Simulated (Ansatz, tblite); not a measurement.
# Trans-NiH2(PH3)2 (NiP₂H₈): removing and adding an electron

Aim: the energy of removing and adding an electron for trans-NiH2(PH3)2 (NiP₂H₈), by energy differences, and how well orbital energies stand in for it.

Program: Ansatz 0.2.0, Gaussian basis. Level of theory: as each input shows. These are calculated values, not measurements.

The runs, in order: charge +1 doublet, at the geometry of the singlet (PBE0-D4/def2-TZVP, PBE-D4/def2-TZVP, r2SCAN-D4/def2-TZVP, PBE-QIDH/def2-TZVP, B97M-V/def2-TZVP, ωB97X-V/def2-TZVP, HSE06-D4/def2-TZVP, r2SCANh-D4/def2-TZVP); charge -1 doublet, at the geometry of the singlet (PBE0-D4/def2-TZVPD, PBE-D4/def2-TZVPD, r2SCAN-D4/def2-TZVPD); charge -1 doublet, relaxed (PBE0-D4/def2-TZVPD, PBE-D4/def2-TZVPD); the starting singlet's energies come from earlier runs.

16 further runs of the same task are left out: 16 that didn't finish.

## Step 1: The geometry

The geometry is that of the singlet, from an earlier relaxation (PBE-D4/def2-SVP).

11 atoms, charge 0, spin multiplicity 1.

Atoms are counted from 1 here; the program's logs count them from 0.

Bond lengths: Ni1–H2 1.509 Å, Ni1–P3 2.091 Å, Ni1–H7 1.526 Å, Ni1–P8 2.091 Å, P3–H4 1.436 Å, P3–H5 1.436 Å, P3–H6 1.437 Å, P8–H9 1.436 Å, P8–H10 1.436 Å, P8–H11 1.437 Å. Angles: H2–Ni1–P3 94.0°, H2–Ni1–H7 180.0°, H2–Ni1–P8 94.0°, P3–Ni1–H7 86.0°, P3–Ni1–P8 172.1°, H7–Ni1–P8 86.0°, Ni1–P3–H4 118.0°, Ni1–P3–H5 117.7°, Ni1–P3–H6 125.7°, H4–P3–H5 96.4°, H4–P3–H6 96.5°, H5–P3–H6 96.5°, Ni1–P8–H9 118.0°, Ni1–P8–H10 117.7°, Ni1–P8–H11 125.7°, H9–P8–H10 96.4°, H9–P8–H11 96.5°, H10–P8–H11 96.5°.

Formally the metal is d8. No spin-orbit coupling is included.

## Step 2: Charge +1 doublet at the fixed geometry, first pass, PBE0-D4/def2-SVP

in.yaml reads:

```yaml
crystal:
  periodic: [false, false, false]
  atoms:
    - {symbol: Ni, position_ang: [0.169966, 0.000378, -0.000946]}
    - {symbol: H, position_ang: [1.678880, 0.003530, 0.005195]}
    - {symbol: P, position_ang: [0.021043, 2.085713, 0.020086]}
    - {symbol: H, position_ang: [-0.728955, 2.696974, 1.080559]}
    - {symbol: H, position_ang: [-0.685277, 2.716030, -1.059201]}
    - {symbol: H, position_ang: [1.124596, 3.005745, 0.050785]}
    - {symbol: H, position_ang: [-1.356234, -0.002992, -0.007934]}
    - {symbol: P, position_ang: [0.029940, -2.085566, -0.019365]}
    - {symbol: H, position_ang: [-0.703448, -2.702684, -1.088083]}
    - {symbol: H, position_ang: [-0.688109, -2.716015, 1.052048]}
    - {symbol: H, position_ang: [1.137577, -3.001102, -0.033143]}
basis:
  gaussian: {orbitals: def2-SVP}
total_charge: 1
magnetization: {spin_polarized: true, initial_magnetization: 1}
hamiltonian: {xc: pbe0, dispersion: d4}
output: {orbitals: {seedname: orbitals}}
```

Run with:

```bash
ansatz run in.yaml --threads 2 --pin off --events-out ev --progress --plain --max-ram 4352MiB
```

Standard output:

```text
Functional definition: PBE0
  name "PBE0"
  cite "Adamo & Barone, J. Chem. Phys. 110, 6158 (1999) doi:10.1063/1.478522"
  cite "Perdew, Burke & Ernzerhof, Phys. Rev. Lett. 77, 3865 (1996) doi:10.1103/PhysRevLett.77.3865"
  parent pbe
  parameter a = 0.25
  parameter kappa = 0.804
  parameter beta = 0.06672455060314922
  exchange = (1 - a)*pbe_x(kappa = kappa, mu = beta*pi^2/3) + a*exact_x
  correlation = pbe_c(beta = beta)
1072 factors; integrals over basis functions are off by at most 9.6e-4 eV
mean field evaluation 1: about -59686.2444 eV, gradient 9.6e1 eV
mean field evaluation 2: about -58955.2967 eV, gradient 2.8e2 eV
mean field evaluation 4: about -59705.8847 eV, gradient 6.1e1 eV
mean field evaluation 8: about -59716.6586 eV, gradient 3.4e0 eV
mean field evaluation 16: about -59716.9379 eV, gradient 3.8e-1 eV
mean field evaluation 32: about -59718.1477 eV, gradient 1.9e-5 eV
mean field -59718.14772886 eV, -2194.6014506212 hartree, gradient 4.7e-6 eV, S^2 0.760128; 6 other end points of the search recorded, 0 dependent functions left out
reference -59718.14776812 eV, -2194.6014520641 hartree; 33, 32 occupied and 74, 75 virtual orbitals, 1072 factors
Total energy: -59718.33216837 eV, -2194.6082286482 hartree
```

Run time: 7 s. Hardware: 2 threads of Intel Xeon 6975P-C, shared host.

Report: HOMO -12.39 eV, LUMO -8.56 eV (over both spins); ⟨S²⟩ 0.760 (pure: 0.75).

## Step 3: Charge +1 doublet at the fixed geometry, PBE0-D4/def2-TZVP

start.molden holds the orbitals of an earlier run on this state, given as this run's starting guess.

Changes to in.yaml since step 2:

```diff
@@ -15,3 +15,3 @@
 basis:
-  gaussian: {orbitals: def2-SVP}
+  gaussian: {orbitals: def2-TZVP, initial_orbitals: start.molden}
 total_charge: 1
@@ -19,2 +19,3 @@
 hamiltonian: {xc: pbe0, dispersion: d4}
+scf: {omitted_lower_state_checks: [starts]}
 output: {orbitals: {seedname: orbitals}}
```

The command is unchanged.

Standard output:

```text
Functional definition: PBE0
  name "PBE0"
  cite "Adamo & Barone, J. Chem. Phys. 110, 6158 (1999) doi:10.1063/1.478522"
  cite "Perdew, Burke & Ernzerhof, Phys. Rev. Lett. 77, 3865 (1996) doi:10.1103/PhysRevLett.77.3865"
  parent pbe
  parameter a = 0.25
  parameter kappa = 0.804
  parameter beta = 0.06672455060314922
  exchange = (1 - a)*pbe_x(kappa = kappa, mu = beta*pi^2/3) + a*exact_x
  correlation = pbe_c(beta = beta)
these checks for a lower state are left out or cut short: starts
1454 factors; their error is unknown
mean field evaluation 1: about -59728.2825 eV, gradient 9.0e1 eV
mean field evaluation 2: about -59730.4254 eV, gradient 3.5e0 eV
mean field evaluation 4: about -59730.6335 eV, gradient 2.1e-1 eV
mean field evaluation 8: about -59730.6337 eV, gradient 2.0e-5 eV
mean field -59730.63373449 eV, -2195.0603028648 hartree, gradient 8.5e-6 eV, S^2 0.760323; 0 other end points of the search recorded, 0 dependent functions left out
reference -59730.63377000 eV, -2195.0603041697 hartree; 33, 32 occupied and 134, 135 virtual orbitals, 1454 factors
Total energy: -59730.81817025 eV, -2195.0670807539 hartree
Checks for a lower state left out: starts
```

It took 11 s on 2 threads of Intel Xeon 6975P-C, shared host; peak memory 0.91 GiB.

Report: HOMO -12.53 eV, LUMO -8.84 eV (over both spins); ⟨S²⟩ 0.760 (pure: 0.75).

## Step 4: Charge +1 doublet at the fixed geometry, PBE-D4/def2-TZVP

Changes to in.yaml since step 3:

```diff
@@ -18,3 +18,3 @@
 magnetization: {spin_polarized: true, initial_magnetization: 1}
-hamiltonian: {xc: pbe0, dispersion: d4}
+hamiltonian: {xc: pbe, dispersion: d4}
 scf: {omitted_lower_state_checks: [starts]}
```

Launched as before.

Standard output:

```text
Functional definition: PBE
  name "PBE"
  cite "Perdew, Burke & Ernzerhof, Phys. Rev. Lett. 77, 3865 (1996) doi:10.1103/PhysRevLett.77.3865"
  parent pbe
  parameter kappa = 0.804
  parameter beta = 0.06672455060314922
  exchange = pbe_x(kappa = kappa, mu = beta*pi^2/3)
  correlation = pbe_c(beta = beta)
these checks for a lower state are left out or cut short: starts
1339 factors; their error is unknown
mean field evaluation 1: about -59729.0955 eV, gradient 8.9e0 eV
mean field evaluation 2: about -59729.2906 eV, gradient 3.9e-1 eV
mean field evaluation 4: about -59729.3014 eV, gradient 1.8e0 eV
mean field evaluation 8: about -59729.2984 eV, gradient 6.6e-2 eV
mean field evaluation 16: about -59729.2985 eV, gradient 4.4e-4 eV
mean field -59729.29849121 eV, -2195.0112335792 hartree, gradient 3.9e-6 eV, S^2 0.752736; 0 other end points of the search recorded, 0 dependent functions left out
reference -59729.29853941 eV, -2195.0112353506 hartree; 33, 32 occupied and 134, 135 virtual orbitals, 1339 factors
Total energy: -59729.51549334 eV, -2195.0192082604 hartree
Checks for a lower state left out: starts
```

Wall time 3.9 s (2 threads of Intel Xeon 6975P-C, shared host).

Report: HOMO -11.54 eV, LUMO -11.48 eV (over both spins); ⟨S²⟩ 0.753 (pure: 0.75).

## Step 5: Charge +1 doublet at the fixed geometry, r2SCAN-D4/def2-TZVP

Changes to in.yaml since step 4:

```diff
@@ -18,3 +18,3 @@
 magnetization: {spin_polarized: true, initial_magnetization: 1}
-hamiltonian: {xc: pbe, dispersion: d4}
+hamiltonian: {xc: r2scan, dispersion: d4}
 scf: {omitted_lower_state_checks: [starts]}
```

Launched as before.

Standard output:

```text
Functional definition: r2SCAN
  name "r2SCAN"
  cite "Furness, Kaplan, Ning, Perdew & Sun, J. Phys. Chem. Lett. 11, 8208 (2020) doi:10.1021/acs.jpclett.0c02405"
  cite "Furness, Kaplan, Ning, Perdew & Sun, J. Phys. Chem. Lett. 11, 9248 (2020) doi:10.1021/acs.jpclett.0c03077"
  parent r2scan
  parameter k0 = 0.174
  parameter k1 = 0.065
  parameter a1 = 4.9479
  exchange = r2scan_x(k0 = k0, k1 = k1, a1 = a1)
  correlation = r2scan_c
these checks for a lower state are left out or cut short: starts
1339 factors; their error is unknown
mean field evaluation 1: about -59742.9589 eV, gradient 6.0e0 eV
mean field evaluation 2: about -59743.0312 eV, gradient 1.2e-1 eV
mean field evaluation 4: about -59743.0040 eV, gradient 3.7e-3 eV
mean field -59743.00397045 eV, -2195.5149006515 hartree, gradient 1.2e-5 eV, S^2 0.760620; 0 other end points of the search recorded, 0 dependent functions left out
reference -59743.00398740 eV, -2195.5149012744 hartree; 33, 32 occupied and 134, 135 virtual orbitals, 1339 factors
Total energy: -59743.05539223 eV, -2195.5167903672 hartree
Checks for a lower state left out: starts
```

Run time: 6.5 s. Hardware: 2 threads of Intel Xeon 6975P-C, shared host.

From the report: HOMO -11.78 eV, LUMO -10.95 eV (over both spins); ⟨S²⟩ 0.761 (pure: 0.75).

## Step 6: Charge +1 doublet at the fixed geometry, PBE-QIDH/def2-TZVP

Changes to in.yaml since step 5:

```diff
@@ -18,4 +18,3 @@
 magnetization: {spin_polarized: true, initial_magnetization: 1}
-hamiltonian: {xc: r2scan, dispersion: d4}
+hamiltonian: {xc: {name: PBE-QIDH}}
 scf: {omitted_lower_state_checks: [starts]}
-output: {orbitals: {seedname: orbitals}}
```

Same command.

Standard output (excerpt; [...] marks lines left out):

```text
Functional definition: PBE-QIDH
  name "PBE-QIDH"
  cite "Brémond, Sancho-García, Pérez-Jiménez & Adamo, J. Chem. Phys. 141, 031101 (2014) doi:10.1063/1.4890314"
  cite "Perdew, Burke & Ernzerhof, Phys. Rev. Lett. 77, 3865 (1996) doi:10.1103/PhysRevLett.77.3865"
[...]
1264 factors; integrals over basis functions are off by at most 8.9e-4 eV
[...]
mean field -59709.94280105 eV, -2194.2999250858 hartree, gradient 6.7e-6 eV, S^2 0.837081; 0 other end points of the search recorded, 0 dependent functions left out
15 core orbitals not correlated: weight in the atoms' cores, before any rotation towards them, 1.000 or more for the frozen orbitals, at most 0.000 for the correlated occupied ones
reference -59709.94281539 eV, -2194.2999256127 hartree; 18, 17 occupied and 134, 135 virtual orbitals, 1264 factors
second order -31.96431669 eV of doubles, -0.00000000 eV of singles
Total energy: -59720.59758762 eV, -2194.6914812701 hartree
Checks for a lower state left out: starts
```

Run time: 9 s. Hardware: 2 threads of Intel Xeon 6975P-C, shared host; peak memory 0.58 GiB.

Report: ⟨S²⟩ 0.837 (pure: 0.75).

## Step 7: Charge +1 doublet at the fixed geometry, B97M-V/def2-TZVP

Changes to in.yaml since step 6:

```diff
@@ -18,3 +18,4 @@
 magnetization: {spin_polarized: true, initial_magnetization: 1}
-hamiltonian: {xc: {name: PBE-QIDH}}
+hamiltonian: {xc: {name: B97M-V}}
 scf: {omitted_lower_state_checks: [starts]}
+output: {orbitals: {seedname: orbitals}}
```

The command is unchanged.

Standard output (excerpt; [...] marks lines left out):

```text
Functional definition: B97M-V
  name "B97M-V"
  cite "Mardirossian & Head-Gordon, J. Chem. Phys. 142, 074111 (2015) doi:10.1063/1.4907719"
  cite "Becke, J. Chem. Phys. 107, 8554 (1997) doi:10.1063/1.475007"
  cite "Vydrov & Van Voorhis, J. Chem. Phys. 133, 244103 (2010) doi:10.1063/1.3521275"
  # Of w^i u^j: cxij and so on, Table III.
[...]
  gx(w, u) = cx00 + cx01*u + cx02*u^2 + (cx10 + cx11*u)*w
  gss(w, u) = css00 + css02*u^2 + css10*w + (css32*w^3 + css42*w^4)*u^2
  gos(w, u) = cos00 + cos01*u + cos03*u^3 + cos10*w + cos32*w^3*u^2
[...]
      + integral(e_c_pw_mod_opposite_spin*gos(b97_w_opposite, b97_u_opposite)) + vv10(b, c)
[...]
1339 factors; their error is unknown
[...]
mean field -59730.95568561 eV, -2195.0721343503 hartree, gradient 2.4e-5 eV, S^2 0.763937; 0 other end points of the search recorded, 0 dependent functions left out
reference -59730.95575651 eV, -2195.0721369558 hartree; 33, 32 occupied and 134, 135 virtual orbitals, 1339 factors
Total energy: -59730.95575651 eV, -2195.0721369558 hartree
Checks for a lower state left out: starts
```

It took 23 s on 2 threads of Intel Xeon 6975P-C, shared host; peak memory 0.66 GiB.

From the report: HOMO -11.86 eV, LUMO -10.78 eV (over both spins); ⟨S²⟩ 0.764 (pure: 0.75).

## Step 8: Charge +1 doublet at the fixed geometry, ωB97X-V/def2-TZVP

Changes to in.yaml since step 7:

```diff
@@ -18,3 +18,3 @@
 magnetization: {spin_polarized: true, initial_magnetization: 1}
-hamiltonian: {xc: {name: B97M-V}}
+hamiltonian: {xc: {name: wB97X-V}}
 scf: {omitted_lower_state_checks: [starts]}
```

The command is unchanged.

Standard output (excerpt; [...] marks lines left out):

```text
Functional definition: wB97X-V
  name "wB97X-V"
  cite "Mardirossian & Head-Gordon, Phys. Chem. Chem. Phys. 16, 9904 (2014) doi:10.1039/C3CP54374A"
  cite "Becke, J. Chem. Phys. 107, 8554 (1997) doi:10.1063/1.475007"
  cite "Vydrov & Van Voorhis, J. Chem. Phys. 133, 244103 (2010) doi:10.1063/1.3521275"
[...]
      + integral(e_c_pw_opposite_spin*poly(b97_u_opposite, cos0, cos1)) + vv10(b, c)
[...]
1404 factors; their error is unknown
330 factors; integrals over basis functions are off by at most 1.2e-5 eV
[...]
mean field -59737.11452172 eV, -2195.2984674028 hartree, gradient 7.0e-6 eV, S^2 0.757464; 0 other end points of the search recorded, 0 dependent functions left out
reference -59737.11451940 eV, -2195.2984673175 hartree; 33, 32 occupied and 134, 135 virtual orbitals, 1404 factors
Total energy: -59737.11451940 eV, -2195.2984673175 hartree
Checks for a lower state left out: starts
```

It took 28 s on 2 threads of Intel Xeon 6975P-C, shared host; peak memory 1.1 GiB.

Report: HOMO -14.79 eV, LUMO -6.61 eV (over both spins); ⟨S²⟩ 0.757 (pure: 0.75).

## Step 9: Charge +1 doublet at the fixed geometry, HSE06-D4/def2-TZVP

Changes to in.yaml since step 8:

```diff
@@ -18,3 +18,3 @@
 magnetization: {spin_polarized: true, initial_magnetization: 1}
-hamiltonian: {xc: {name: wB97X-V}}
+hamiltonian: {xc: hse06, dispersion: d4}
 scf: {omitted_lower_state_checks: [starts]}
```

Launched as before.

Standard output (excerpt; [...] marks lines left out):

```text
Functional definition: HSE06
  name "HSE06"
  cite "Heyd, Scuseria & Ernzerhof, J. Chem. Phys. 118, 8207 (2003) doi:10.1063/1.1564060"
  cite "Krukau, Vydrov, Izmaylov & Scuseria, J. Chem. Phys. 125, 224106 (2006) doi:10.1063/1.2404663"
  cite "Heyd & Scuseria, J. Chem. Phys. 120, 7274 (2004) doi:10.1063/1.1668634"
  cite "Ernzerhof & Perdew, J. Chem. Phys. 109, 3313 (1998) doi:10.1063/1.476928"
  cite "Perdew, Burke & Ernzerhof, Phys. Rev. Lett. 77, 3865 (1996) doi:10.1103/PhysRevLett.77.3865"
  parent pbe
[...]
  # The whole range is PBE's own exchange, as in plane waves. The composition of these papers is wPBEh.
[...]
1454 factors; their error is unknown
92 factors; integrals over basis functions are off by at most 9.4e-7 eV
[...]
mean field -59730.09608764 eV, -2195.0405447077 hartree, gradient 6.2e-6 eV, S^2 0.760344; 0 other end points of the search recorded, 0 dependent functions left out
reference -59730.09613494 eV, -2195.0405464459 hartree; 33, 32 occupied and 134, 135 virtual orbitals, 1454 factors
Total energy: -59730.26974815 eV, -2195.0469266137 hartree
Checks for a lower state left out: starts
```

It took 11 s on 2 threads of Intel Xeon 6975P-C, shared host; peak memory 0.95 GiB.

From the report: HOMO -12.14 eV, LUMO -9.24 eV (over both spins); ⟨S²⟩ 0.760 (pure: 0.75).

## Step 10: Charge +1 doublet at the fixed geometry, r2SCANh-D4/def2-TZVP

Changes to in.yaml since step 9:

```diff
@@ -18,3 +18,3 @@
 magnetization: {spin_polarized: true, initial_magnetization: 1}
-hamiltonian: {xc: hse06, dispersion: d4}
+hamiltonian: {xc: {name: r2SCANh}, dispersion: d4}
 scf: {omitted_lower_state_checks: [starts]}
```

The command is unchanged.

Standard output (excerpt; [...] marks lines left out):

```text
Functional definition: r2SCANh
  name "r2SCANh"
  cite "Bursch, Neugebauer, Ehlert & Grimme, J. Chem. Phys. 156, 134105 (2022) doi:10.1063/5.0086040"
  cite "Furness, Kaplan, Ning, Perdew & Sun, J. Phys. Chem. Lett. 11, 8208 (2020) doi:10.1021/acs.jpclett.0c02405"
  cite "Furness, Kaplan, Ning, Perdew & Sun, J. Phys. Chem. Lett. 11, 9248 (2020) doi:10.1021/acs.jpclett.0c03077"
  parent r2scan
[...]
1366 factors; their error is unknown
[...]
mean field -59742.14665837 eV, -2195.4833950137 hartree, gradient 1.4e-5 eV, S^2 0.763400; 0 other end points of the search recorded, 0 dependent functions left out
reference -59742.14667386 eV, -2195.4833955828 hartree; 33, 32 occupied and 134, 135 virtual orbitals, 1366 factors
Total energy: -59742.20239234 eV, -2195.4854431994 hartree
Checks for a lower state left out: starts
```

Run time: 15 s. Hardware: 2 threads of Intel Xeon 6975P-C, shared host; peak memory 0.95 GiB.

Report: HOMO -12.14 eV, LUMO -9.84 eV (over both spins); ⟨S²⟩ 0.763 (pure: 0.75).

## Step 11: Vertical ionisation energy

Charged state less starting state, singlet to doublet; the starting state's energies are those of its earlier runs.

```csv
level,vertical ionisation energy (eV),time
PBE-D4/def2-TZVP,+8.14,5.9 s
r2SCAN-D4/def2-TZVP,+7.79,9.1 s
B97M-V/def2-TZVP,+7.78,30 s
r2SCANh-D4/def2-TZVP,+7.58,18 s
PBE0-D4/def2-TZVP,+7.56,13 s
HSE06-D4/def2-TZVP,+7.55,13 s
ωB97X-V/def2-TZVP,+7.66,34 s
PBE-QIDH/def2-TZVP,+7.84,18 s
```

Times add the two runs; a level without a time comes out of a correlated run.

Beside −ε(HOMO) of the starting state:

```csv
level,−ε(HOMO) (eV),by difference (eV),mismatch (eV)
PBE-D4/def2-TZVP,4.60,8.14,-3.54
r2SCAN-D4/def2-TZVP,4.68,7.79,-3.10
B97M-V/def2-TZVP,4.83,7.78,-2.95
r2SCANh-D4/def2-TZVP,5.39,7.58,-2.19
PBE0-D4/def2-TZVP,6.38,7.56,-1.18
HSE06-D4/def2-TZVP,5.97,7.55,-1.58
ωB97X-V/def2-TZVP,8.88,7.66,+1.22
```

## Step 12: Charge -1 doublet at the fixed geometry, first pass, PBE0-D4/def2-SVP

Changes to in.yaml since step 10:

```diff
@@ -15,7 +15,6 @@
 basis:
-  gaussian: {orbitals: def2-TZVP, initial_orbitals: start.molden}
-total_charge: 1
+  gaussian: {orbitals: def2-SVP}
+total_charge: -1
 magnetization: {spin_polarized: true, initial_magnetization: 1}
-hamiltonian: {xc: {name: r2SCANh}, dispersion: d4}
-scf: {omitted_lower_state_checks: [starts]}
+hamiltonian: {xc: pbe0, dispersion: d4}
 output: {orbitals: {seedname: orbitals}}
```

Launched as before.

Standard output (excerpt; [...] marks lines left out):

```text
Functional definition: PBE0
  name "PBE0"
  cite "Adamo & Barone, J. Chem. Phys. 110, 6158 (1999) doi:10.1063/1.478522"
  cite "Perdew, Burke & Ernzerhof, Phys. Rev. Lett. 77, 3865 (1996) doi:10.1103/PhysRevLett.77.3865"
  parent pbe
[...]
1072 factors; integrals over basis functions are off by at most 9.6e-4 eV
[...]
mean field -59724.16464399 eV, -2194.8225681738 hartree, gradient 1.4e-5 eV, S^2 0.763158; 2 other end points of the search recorded, 0 dependent functions left out
reference -59724.16469014 eV, -2194.8225698697 hartree; 34, 33 occupied and 73, 74 virtual orbitals, 1072 factors
Total energy: -59724.44208110 eV, -2194.8327637996 hartree
```

Wall time 3.9 s (2 threads of Intel Xeon 6975P-C, shared host).

HOMO 2.43 eV, LUMO 4.38 eV (over both spins); ⟨S²⟩ 0.763 (pure: 0.75). Doubts: highest occupied level lies above zero.

## Step 13: Charge -1 doublet at the fixed geometry, PBE0-D4/def2-TZVPD

Changes to in.yaml since step 12:

```diff
@@ -15,3 +15,3 @@
 basis:
-  gaussian: {orbitals: def2-SVP}
+  gaussian: {orbitals: def2-TZVPD, initial_orbitals: start.molden}
 total_charge: -1
@@ -19,2 +19,3 @@
 hamiltonian: {xc: pbe0, dispersion: d4}
+scf: {omitted_lower_state_checks: [starts]}
 output: {orbitals: {seedname: orbitals}}
```

Launched as before.

Standard output:

```text
Functional definition: PBE0
  name "PBE0"
  cite "Adamo & Barone, J. Chem. Phys. 110, 6158 (1999) doi:10.1063/1.478522"
  cite "Perdew, Burke & Ernzerhof, Phys. Rev. Lett. 77, 3865 (1996) doi:10.1103/PhysRevLett.77.3865"
  parent pbe
  parameter a = 0.25
  parameter kappa = 0.804
  parameter beta = 0.06672455060314922
  exchange = (1 - a)*pbe_x(kappa = kappa, mu = beta*pi^2/3) + a*exact_x
  correlation = pbe_c(beta = beta)
these checks for a lower state are left out or cut short: starts
1561 factors; their error is unknown
mean field evaluation 1: about -59734.2014 eV, gradient 9.1e1 eV
mean field evaluation 2: about -59737.0891 eV, gradient 5.0e0 eV
mean field evaluation 4: about -59737.6364 eV, gradient 7.0e-2 eV
mean field evaluation 8: about -59737.7711 eV, gradient 1.9e-5 eV
mean field -59737.77109682 eV, -2195.3225960927 hartree, gradient 7.0e-6 eV, S^2 0.763909; 0 other end points of the search recorded, 0 dependent functions left out
reference -59737.77114187 eV, -2195.3225977481 hartree; 34, 33 occupied and 172, 173 virtual orbitals, 1561 factors
Total energy: -59738.04853283 eV, -2195.3327916780 hartree
Checks for a lower state left out: starts
```

It took 12 s on 2 threads of Intel Xeon 6975P-C, shared host; peak memory 0.88 GiB.

Report: HOMO 1.64 eV, LUMO 3.16 eV (over both spins); ⟨S²⟩ 0.764 (pure: 0.75). Doubts: highest occupied level lies above zero.

## Step 14: Charge -1 doublet at the fixed geometry, PBE-D4/def2-TZVPD

Changes to in.yaml since step 13:

```diff
@@ -18,3 +18,3 @@
 magnetization: {spin_polarized: true, initial_magnetization: 1}
-hamiltonian: {xc: pbe0, dispersion: d4}
+hamiltonian: {xc: pbe, dispersion: d4}
 scf: {omitted_lower_state_checks: [starts]}
```

The command is unchanged.

Standard output:

```text
Functional definition: PBE
  name "PBE"
  cite "Perdew, Burke & Ernzerhof, Phys. Rev. Lett. 77, 3865 (1996) doi:10.1103/PhysRevLett.77.3865"
  parent pbe
  parameter kappa = 0.804
  parameter beta = 0.06672455060314922
  exchange = pbe_x(kappa = kappa, mu = beta*pi^2/3)
  correlation = pbe_c(beta = beta)
these checks for a lower state are left out or cut short: starts
1420 factors; their error is unknown
mean field evaluation 1: about -59737.0650 eV, gradient 9.0e0 eV
mean field evaluation 2: about -59737.3032 eV, gradient 4.3e-1 eV
mean field evaluation 4: about -59737.2573 eV, gradient 1.0e-1 eV
mean field evaluation 8: about -59737.2573 eV, gradient 1.4e-5 eV
mean field -59737.25732277 eV, -2195.3037152446 hartree, gradient 1.0e-5 eV, S^2 0.751423; 0 other end points of the search recorded, 0 dependent functions left out
reference -59737.25738144 eV, -2195.3037174006 hartree; 34, 33 occupied and 172, 173 virtual orbitals, 1420 factors
Total energy: -59737.58442708 eV, -2195.3157361063 hartree
Checks for a lower state left out: starts
```

Wall time 4.4 s (2 threads of Intel Xeon 6975P-C, shared host).

HOMO 2.02 eV, LUMO 2.33 eV (over both spins); ⟨S²⟩ 0.751 (pure: 0.75). Doubts: highest occupied level lies above zero.

(Part 1 of 2 ends here.)
